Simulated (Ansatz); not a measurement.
**SiH4TeO3 (SMILES O[Si](O)(O)[TeH]): levels of theory compared**

We compute a comparison of 6 runs (HF/STO-3G, HF/def2-SVP, PBE/STO-3G, PBE/def2-SVP, wB97X/def2-SVP, wB97X/def2-SVPD) of SiH4TeO3. 

Program for the calculation: Ansatz 0.2.0.

6 further runs of the same task are left out: 2 for a known fault of the program, 1 that didn't finish, 3 set aside as unsound or not needed.

## 1. The molecule

SiH4TeO3: 9 atoms, total charge 0, spin state singlet. As SMILES, `O[Si](O)(O)[TeH]`. The shape is that of a PBE0-D4/def2-TZVP optimisation. This is one conformer, not always the lowest.

Bond lengths: O1–Si2 1.622 Å, Si2–O3 1.628 Å, Si2–O4 1.636 Å, Si2–Te5 2.509 Å, O1–H6 0.958 Å, O3–H7 0.958 Å, O4–H8 0.959 Å, Te5–H9 1.657 Å. Angles: O1–Si2–O3 103.3°, O1–Si2–O4 107.4°, O1–Si2–Te5 115.7°, O3–Si2–O4 116.2°, O3–Si2–Te5 106.6°, O4–Si2–Te5 107.9°, Si2–O1–H6 117.0°, Si2–O3–H7 117.3°, Si2–O4–H8 117.1°, Si2–Te5–H9 91.6°.

## 2. Energy and forces at HF/STO-3G (run 1)

Contents of in.yaml:

```yaml
crystal:
  periodic: [false, false, false]
  atoms:
    - {symbol: O, position_ang: [0.644100, 1.010100, -1.457700]}
    - {symbol: Si, position_ang: [0.368400, 0.028300, -0.196500]}
    - {symbol: O, position_ang: [1.864900, -0.413700, 0.268600]}
    - {symbol: O, position_ang: [-0.611400, -1.173100, -0.717800]}
    - {symbol: Te, position_ang: [-0.714200, 1.096900, 1.799100]}
    - {symbol: H, position_ang: [-0.110200, 1.242100, -2.001000]}
    - {symbol: H, position_ang: [1.946600, -0.878300, 1.102300]}
    - {symbol: H, position_ang: [-1.072300, -1.682300, -0.049100]}
    - {symbol: H, position_ang: [-2.227400, 0.723600, 1.235200]}
basis:
  gaussian: {orbitals: STO-3G}
hamiltonian: {xc: hf}
accuracy: high
output: {forces: true, orbitals: {seedname: orbitals}}
```

Started as:

```
$ ansatz run in.yaml --threads 1 --pin off --max-ram 2610MiB --events-out events.jsonl --progress --plain --runs-dir runs
```

The program printed:

```text
Warning: RAYON_NUM_THREADS=1 ignored (pool sized by the plan → 1); use --threads N
Functional definition: HF
  name "HF"
  exchange = exact_x
  correlation = 0
990 factors; integrals over basis functions are off by at most 3.4e-8 eV
mean field evaluation 1: about -192017.5284 eV, gradient 3.3e1 eV
mean field evaluation 2: about -192017.6379 eV, gradient 3.3e1 eV
mean field evaluation 4: about -192021.4992 eV, gradient 1.3e0 eV
mean field evaluation 8: about -192021.5063 eV, gradient 1.9e-5 eV
mean field -192021.50625210 eV, -7056.6601979128 hartree, gradient 1.9e-8 eV, S^2 0.000000; 0 other end points of the search recorded, 0 dependent functions left out
the calculation of the forces begins
reference -192021.50625210 eV, -7056.6601979128 hartree; 47, 47 occupied and 8, 8 virtual orbitals, 990 factors
Total energy: -192021.50625210 eV, -7056.6601979128 hartree
Atom 0 at     0.644100     1.010100    -1.457700 Å, force     1.664647     0.305679    -0.029273 eV/Å
Atom 1 at     0.368400     0.028300    -0.196500 Å, force    -0.600557     0.152533     1.283049 eV/Å
Atom 2 at     1.864900    -0.413700     0.268600 Å, force     1.005642     0.311378    -1.587267 eV/Å
Atom 3 at    -0.611400    -1.173100    -0.717800 Å, force     0.324016     0.149594    -1.632741 eV/Å
Atom 4 at    -0.714200     1.096900     1.799100 Å, force    -1.065900    -0.076426    -0.288643 eV/Å
Atom 5 at    -0.110200     1.242100    -2.001000 Å, force    -1.288400     0.042943    -0.499584 eV/Å
Atom 6 at     1.946600    -0.878300     1.102300 Å, force    -0.318744    -0.610590     1.192347 eV/Å
Atom 7 at    -1.072300    -1.682300    -0.049100 Å, force    -0.416724    -0.547916     1.145781 eV/Å
Atom 8 at    -2.227400     0.723600     1.235200 Å, force     0.696020     0.272806     0.416330 eV/Å
Dipole moment:    -0.416707    -0.408286    -0.052097 e Å
```

Wall time 8.1 s (1 thread of Intel Xeon at 2.50GHz (Skylake/Cascade Lake), shared host).

## 3. Energy and forces at HF/def2-SVP (core potential) (run 2)

Contents of molecule.yaml:

```yaml
crystal:
  periodic: [false, false, false]
  atoms:
    - symbol: O
      position_ang: [0.644100, 1.010100, -1.457700]
    - symbol: Si
      position_ang: [0.368400, 0.028300, -0.196500]
    - symbol: O
      position_ang: [1.864900, -0.413700, 0.268600]
    - symbol: O
      position_ang: [-0.611400, -1.173100, -0.717800]
    - symbol: Te
      position_ang: [-0.714200, 1.096900, 1.799100]
    - symbol: H
      position_ang: [-0.110200, 1.242100, -2.001000]
    - symbol: H
      position_ang: [1.946600, -0.878300, 1.102300]
    - symbol: H
      position_ang: [-1.072300, -1.682300, -0.049100]
    - symbol: H
      position_ang: [-2.227400, 0.723600, 1.235200]
basis:
  gaussian: {orbitals: def2-SVP}
hamiltonian: {xc: hf}
accuracy: high
output: {forces: true, orbitals: {seedname: orbitals}}
```

Started as:

```
$ ansatz run molecule.yaml --threads 1 --pin off --max-ram 2610MiB --events-out events.jsonl --progress --plain --runs-dir runs
```

The program printed:

```text
Warning: RAYON_NUM_THREADS=1 ignored (pool sized by the plan → 1); use --threads N
Functional definition: HF
  name "HF"
  exchange = exact_x
  correlation = 0
2420 factors; integrals over basis functions are off by at most 9.3e-9 eV
mean field evaluation 1: about -21294.2458 eV, gradient 5.1e1 eV
mean field evaluation 2: about -21294.2611 eV, gradient 5.1e1 eV
mean field evaluation 4: about -21299.2101 eV, gradient 2.9e0 eV
mean field evaluation 8: about -21299.2427 eV, gradient 1.6e-1 eV
mean field evaluation 16: about -21299.2429 eV, gradient 2.0e-8 eV
mean field -21299.24289598 eV, -782.7327392818 hartree, gradient 2.0e-8 eV, S^2 0.000000; 0 other end points of the search recorded, 0 dependent functions left out
the calculation of the forces begins
reference -21299.24289598 eV, -782.7327392818 hartree; 33, 33 occupied and 73, 73 virtual orbitals, 2420 factors
Total energy: -21299.24289598 eV, -782.7327392818 hartree
Atom 0 at     0.644100     1.010100    -1.457700 Å, force    -0.878300     0.343009    -0.535856 eV/Å
Atom 1 at     0.368400     0.028300    -0.196500 Å, force     0.382327     0.095475    -0.331427 eV/Å
Atom 2 at     1.864900    -0.413700     0.268600 Å, force     0.001913    -0.575144     0.979062 eV/Å
Atom 3 at    -0.611400    -1.173100    -0.717800 Å, force    -0.470006    -0.471966     0.811892 eV/Å
Atom 4 at    -0.714200     1.096900     1.799100 Å, force    -0.252714     0.004376     0.007860 eV/Å
Atom 5 at    -0.110200     1.242100    -2.001000 Å, force     0.700459    -0.139338     0.357746 eV/Å
Atom 6 at     1.946600    -0.878300     1.102300 Å, force     0.096076     0.360486    -0.720030 eV/Å
Atom 7 at    -1.072300    -1.682300    -0.049100 Å, force     0.328258     0.315386    -0.686804 eV/Å
Atom 8 at    -2.227400     0.723600     1.235200 Å, force     0.091987     0.067717     0.117556 eV/Å
Dipole moment:    -0.431411    -0.303627     0.262324 e Å
```

Wall time 23 s (1 thread of Intel Xeon at 2.50GHz (Skylake/Cascade Lake), shared host); peak memory 0.41 GiB.

Run 3 isn't shown in full; the table further down has it.

## 4. Energy and gradient at PBE/def2-SVP (core potential) (run 4)

Contents of molecule.yaml:

```yaml
crystal:
  periodic: [false, false, false]
  atoms:
    - {symbol: O, position_ang: [0.644100, 1.010100, -1.457700]}
    - {symbol: Si, position_ang: [0.368400, 0.028300, -0.196500]}
    - {symbol: O, position_ang: [1.864900, -0.413700, 0.268600]}
    - {symbol: O, position_ang: [-0.611400, -1.173100, -0.717800]}
    - {symbol: Te, position_ang: [-0.714200, 1.096900, 1.799100]}
    - {symbol: H, position_ang: [-0.110200, 1.242100, -2.001000]}
    - {symbol: H, position_ang: [1.946600, -0.878300, 1.102300]}
    - {symbol: H, position_ang: [-1.072300, -1.682300, -0.049100]}
    - {symbol: H, position_ang: [-2.227400, 0.723600, 1.235200]}
basis:
  gaussian: {orbitals: def2-SVP}
magnetization: {spin_polarized: false}
hamiltonian: {xc: {name: PBE}}
accuracy: high
output: {forces: true, orbitals: {seedname: orbitals}}
```

Started as:

```
$ ansatz run molecule.yaml --threads 1 --pin off --max-ram 2610MiB --events-out events.jsonl --progress --plain --runs-dir runs
```

The program printed:

```text
Warning: RAYON_NUM_THREADS=1 ignored (pool sized by the plan → 1); use --threads N
Functional definition: PBE
  name "PBE"
  parameter kappa = 0.804
  parameter beta = 0.06672455060314922
  exchange = pbe_x(kappa = kappa, mu = beta*pi^2/3)
  correlation = pbe_c(beta = beta)
2420 factors; integrals over basis functions are off by at most 9.3e-9 eV
mean field evaluation 1: about -21349.1828 eV, gradient 9.0e1 eV
mean field evaluation 2: about -21235.8837 eV, gradient 2.2e2 eV
mean field evaluation 4: about -21362.1002 eV, gradient 1.8e1 eV
mean field evaluation 8: about -21362.9573 eV, gradient 8.8e-1 eV
mean field evaluation 16: about -21362.9483 eV, gradient 7.5e-4 eV
mean field -21362.94830855 eV, -785.0738700129 hartree, gradient 2.0e-8 eV, S^2 0.000000; 0 other end points of the search recorded, 0 dependent functions left out
the calculation of the forces begins
reference -21362.94831190 eV, -785.0738701358 hartree; 33, 33 occupied and 73, 73 virtual orbitals, 2420 factors
Total energy: -21362.94831190 eV, -785.0738701358 hartree
Atom 0 at     0.644100     1.010100    -1.457700 Å, force     0.762038     0.564107    -0.546252 eV/Å
Atom 1 at     0.368400     0.028300    -0.196500 Å, force    -0.429434     0.276456     0.618842 eV/Å
Atom 2 at     1.864900    -0.413700     0.268600 Å, force     1.039410     0.042504    -0.247599 eV/Å
Atom 3 at    -0.611400    -1.173100    -0.717800 Å, force    -0.400375    -0.499845    -0.863037 eV/Å
Atom 4 at    -0.714200     1.096900     1.799100 Å, force     0.210663     0.250670     0.462490 eV/Å
Atom 5 at    -0.110200     1.242100    -2.001000 Å, force    -0.528577     0.156318    -0.371137 eV/Å
Atom 6 at     1.946600    -0.878300     1.102300 Å, force     0.053313    -0.322888     0.596893 eV/Å
Atom 7 at    -1.072300    -1.682300    -0.049100 Å, force    -0.338700    -0.379149     0.486400 eV/Å
Atom 8 at    -2.227400     0.723600     1.235200 Å, force    -0.368337    -0.088173    -0.136599 eV/Å
Dipole moment:    -0.336666    -0.297364     0.159316 e Å
```

Wall time 24 s (1 thread of Intel Xeon at 2.50GHz (Skylake/Cascade Lake), shared host).

Run 5 isn't shown in full; the table further down has it.

## 5. Energy and forces at wB97X/def2-SVPD (core potential) (run 6)

Contents of molecule.yaml:

```yaml
crystal:
  periodic: [false, false, false]
  atoms:
    - symbol: O
      position_ang: [0.644100, 1.010100, -1.457700]
    - symbol: Si
      position_ang: [0.368400, 0.028300, -0.196500]
    - symbol: O
      position_ang: [1.864900, -0.413700, 0.268600]
    - symbol: O
      position_ang: [-0.611400, -1.173100, -0.717800]
    - symbol: Te
      position_ang: [-0.714200, 1.096900, 1.799100]
    - symbol: H
      position_ang: [-0.110200, 1.242100, -2.001000]
    - symbol: H
      position_ang: [1.946600, -0.878300, 1.102300]
    - symbol: H
      position_ang: [-1.072300, -1.682300, -0.049100]
    - symbol: H
      position_ang: [-2.227400, 0.723600, 1.235200]
basis:
  gaussian: {orbitals: def2-SVPD}
hamiltonian: {xc: {name: wB97X}}
accuracy: high
output: {forces: true, orbitals: {seedname: orbitals}}
```

Started as:

```
$ ansatz run molecule.yaml --threads 1 --pin off --max-ram 2610MiB --events-out events.jsonl --progress --plain --runs-dir runs
```

The program printed:

```text
Warning: RAYON_NUM_THREADS=1 ignored (pool sized by the plan → 1); use --threads N
[... 30 lines left out ...]
Total energy: -21374.29714034 eV, -785.4909318885 hartree
[... 9 lines left out ...]
Dipole moment:    -0.380537    -0.226122     0.250948 e Å
```

It took 3.3 min on 1 thread of Intel Xeon at 2.50GHz (Skylake/Cascade Lake), shared host; peak memory 1.3 GiB.

## 6. All runs side by side

```tsv
run	level	core potential	energy (Eh)	dipole moment (D)	HOMO energy (eV)	LUMO energy (eV)	wall time
1	HF/STO-3G	none	-7056.660198	2.81	-6.59	7.74	8.1 s
2	HF/def2-SVP (core potential)	def2-SVP	-782.732739	2.83	-8.94	2.73	23 s
3	PBE/STO-3G	none	-7059.309130	2.98	-2.62	3.00	15 s
4	PBE/def2-SVP (core potential)	def2-SVP	-785.073870	2.29	-5.40	-1.17	24 s
5	wB97X/def2-SVP (core potential)	def2-SVP	-785.453908	2.55	-8.71	1.67	93 s
6	wB97X/def2-SVPD (core potential)	def2-SVPD	-785.490932	2.44	-8.85	1.12	3.3 min
```

## 7. Results

```
                       quantity          value
            run 6: total energy  -785.49093 Eh
           run 6: dipole moment         2.44 D
             run 6: HOMO energy       -8.85 eV
             run 6: LUMO energy        1.12 eV
           run 6: HOMO–LUMO gap        9.96 eV
run 6: largest force on an atom     0.805 eV/Å
```

The dipole moment (its size) runs from 2.29 D (PBE/def2-SVP) to 2.98 D (PBE/STO-3G). The two ends differ in basis and core potential. The HOMO–LUMO gap runs from 4.23 eV (PBE/def2-SVP) to 14.33 eV (HF/STO-3G). The two ends differ in method and basis and core potential. Totals of different functionals can't be ranked against each other. Some runs of one species differ in core potentials or relativity; totals across that change don't compare. In runs 1, 3 the basis is minimal, so the values are rough. In runs 1, 3 relativity is left out where basis or elements ask for it. All runs together took 6 min, the longest 3.3 min.
